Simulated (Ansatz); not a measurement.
This script makes relaxations under a series of pressures of HfOs, space group Pm-3m with Ansatz 0.2.0 through its Python package.

Contents of `hfos.vasp`:
```text
HfOs
1.0
   3.23900000    0.00000000    0.00000000
   0.00000000    3.23900000    0.00000000
   0.00000000    0.00000000    3.23900000
Hf Os
1 1
Direct
   0.00000000    0.00000000    0.00000000
   0.50000000    0.50000000    0.50000000
```

The script, `compress_hfos.py`:
```python
"""Cell of HfOs under pressure."""

import ansatz as az
from ase.io import read
import numpy as np

def edges_and_angles(cell):
    cell = np.asarray(cell)
    a, b, c = np.linalg.norm(cell, axis=1)
    cosines = cell[1] @ cell[2] / (b * c), cell[0] @ cell[2] / (a * c), cell[0] @ cell[1] / (a * b)
    return (a, b, c, *np.degrees(np.arccos(cosines)))

atoms = read("hfos.vasp", format="vasp")
xtal = az.Crystal.from_ase(atoms)

model = xtal.calculation().functional("r2scan").kpoints(8, center="gamma").occupations("methfessel_paxton")

# H = F + PV, with 1 GPa A^3 = 1/160.21766 eV
rows = []
for pressure in [0, 10, 20, 30, 40]:
    done = model.relax(cell=True, pressure=pressure).run(threads=1, pin="off")
    cell = done.lattice.cell_ang
    n_atoms = len(done.lattice.sites)
    volume = abs(np.linalg.det(cell)) / n_atoms
    enthalpy = done.report["free_energy_ev"] / n_atoms + pressure * volume / 160.21766
    rows.append((pressure, volume, enthalpy, *edges_and_angles(cell)))
    print(f"{pressure} GPa done: {volume:.4f} A^3/atom")

print(" P (GPa)  V (A^3/atom)  H (eV/atom)     a       b       c")
for row in rows:
    print("{:8.1f} {:12.4f} {:14.5f} {:7.4f} {:7.4f} {:7.4f}".format(*row[:6]))
p, v = np.array([row[0] for row in rows], float), np.array([row[1] for row in rows])
print("mean bulk modulus between rows (GPa):", np.round(-np.diff(p) / np.diff(np.log(v)), 1))
```

Its results, one of them left out:

| P (GPa) | relaxed V (Å³/atom) |
| --- | --- |
| 0 | 17.065 |
| 10 | 16.403 |
| 20 | 15.873 |
| 30 | 15.391 |
| 40 | ? |

What volume does the cell relax to at 40 GPa?

Murnaghan's form V = V0 (1 + B' P / B0)^(-1/B') through the 4 rows shown gives V0 = 17.062 Å³, B0 = 239.2 GPa and B' = 3.74, and so 14.984 Å³ an atom at 40 GPa. The run gave 14.967 Å³, 0.11 % away.

Notes:
- At a fixed pressure a relaxation lowers the enthalpy F + PV, while F alone can rise.
- The mesh is modest for a metal, so energies can be off by several to tens of meV an atom and pressures by half a GPa or more; differences at equal mesh fare better.
- Spin-orbit coupling, which matters for elements this heavy, is left out.
- The structure is a deposited one; some such entries were measured under pressure or heat, so a shift against it needn't be the functional's error alone.
- Symmetry holds the cell in this phase, whether or not it is the stable one at each pressure.
- Timing: 99 s on 1 thread of Arm Neoverse V1, with other jobs on the host, peak memory 0.55 GiB.
